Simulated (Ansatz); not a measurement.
Task: a single point of YZnSi (distorted cell), with the Ansatz DFT code, driven from Python. Give the script and its output. Level of theory: PBEsol, PAW, cutoff 510 eV, 5×5×4 k-points, Gaussian smearing of 0.15 eV.

Input file `yznsi.xyz`:
```text
3
Lattice="4.0818 0.0 0.0 -2.0409 3.53495 0.0 0.0 0.0 4.07151" Properties=species:S:1:pos:R:3 pbc="T T T"
Y     0.02930732    0.01003926    0.01233668
Zn   -0.01438834    2.30941818    2.03958222
Si    2.11308663    1.12987607    2.06983354
```

Script `yznsi_scf.py`:
```python
"""Single point of YZnSi with displaced atoms."""

import sys

import ansatz
import numpy as np

config = {
    "cutoff": 510,
    "mesh": (5, 5, 4),
    "sigma": 0.15,
    "tolerance": 1e-07,
}

structure = ansatz.Crystal.from_extxyz("yznsi.xyz")

# the calculation
model = (
    structure.calculation()
    .functional(ansatz.Functional.PBESOL)
    .basis(config["cutoff"])
    .kpoints(*config["mesh"])
    .occupations(ansatz.OccupationsMethod.GAUSSIAN, width=config["sigma"])
    .scf(tolerance=config["tolerance"])
    .band_table()
    .density()
)
try:
    out = model.run(threads=1)
except ansatz.NonConvergedError as error:
    sys.exit(f"no convergence: {error}")
except ansatz.RefusalError as error:
    sys.exit(f"input refused: {error}")
summary = out.report

energy = summary["free_energy_ev"]
print("YZnSi: {:.6f} eV = {:.6f} Ry = {:.6f} Ha".format(energy, energy / 13.605693, energy / 27.211386))
print("Fermi level {:.4f} eV, {} k-points, {} symmetry operations".format(summary["fermi_energy_ev"], summary["n_kpoints"], summary["n_symmetry_ops"]))

table = np.array(summary["eigenvalues_ev"]) - summary["fermi_energy_ev"]
filling = np.array(summary["occupations"])
weights = np.tile(summary["kweights"], len(table) // len(summary["kweights"]))
print("band   lowest  highest (eV from E_F)  electrons")
for band in range(table.shape[1]):
    if table[:, band].max() > -12:
        print(f"{band + 1:4d} {table[:, band].min():8.3f} {table[:, band].max():8.3f} {weights @ filling[:, band]:18.4f}")
print("electrons counted from the table:", round(float(weights @ filling.sum(axis=1)), 5))

rho = out.density()
total = sum(ch.density_e_per_ang3 for ch in rho.channels[:2]) if len(rho.channels) < 3 else rho.channels[0].density_e_per_ang3
print("grid", rho.dims, "electrons", round(float(total.mean() * rho.cell_volume_ang3), 4))
profile = total.mean(axis=(0, 2))
print("planar average along grid axis 1 (e/A^3):")
print(np.array2string(profile[:: max(len(profile) // 16, 1)], precision=4))
```

```console
$ python yznsi_scf.py
YZnSi: -7699.533457 eV = -565.905276 Ry = -282.952638 Ha
Fermi level 10.1352 eV, 51 k-points, 1 symmetry operations
band   lowest  highest (eV from E_F)  electrons
   5   -9.979   -8.266             2.0000
   6   -7.587   -7.400             2.0000
   7   -7.577   -7.298             2.0000
   8   -7.343   -7.234             2.0000
   9   -7.255   -7.204             2.0000
  10   -7.203   -6.388             2.0000
  11   -5.638   -0.872             2.0000
  12   -3.402    0.404             1.9800
  13   -2.178    0.658             1.9735
  14   -0.826    1.453             1.0465
  15    1.233    3.509             0.0000
  16    1.771    3.743             0.0000
  17    1.839    4.353             0.0000
  18    3.433    5.637             0.0000
electrons counted from the table: 27.0
grid (32, 32, 30) electrons 27.0
planar average along grid axis 1 (e/A^3):
[0.5447 0.5286 0.4471 0.3272 0.2401 0.2095 0.2156 0.2449 0.3127 0.5457
 0.9765 0.9371 0.5127 0.3693 0.4305 0.5113]
```

Reading the output:
- Total energies depend on the potentials; only differences at equal settings carry meaning. A total without «per atom» is that of the cell as typed.
- The computed bands are complete only to about 3.4 eV above the Fermi level.
- The mesh is modest for a metal, so energies can be off by several to tens of meV an atom and pressures by half a GPa or more; differences at equal mesh fare better.
- The zero of the levels is a convention of the potentials, so an absolute Fermi energy is no work function.
- The fields are valence quantities on the plane-wave grid; their values near the nuclei depend on the potentials.
- The cell is a database structure, distorted on purpose.
- Gaps and levels are Kohn-Sham values on a finite set of k-points, without spin-orbit coupling.
- Wall time of the script: 7.5 s on 1 thread of Arm Neoverse V1 (shared host), peak memory 0.45 GiB.

(Lines on the test bed's own set-up are left out of the output.)
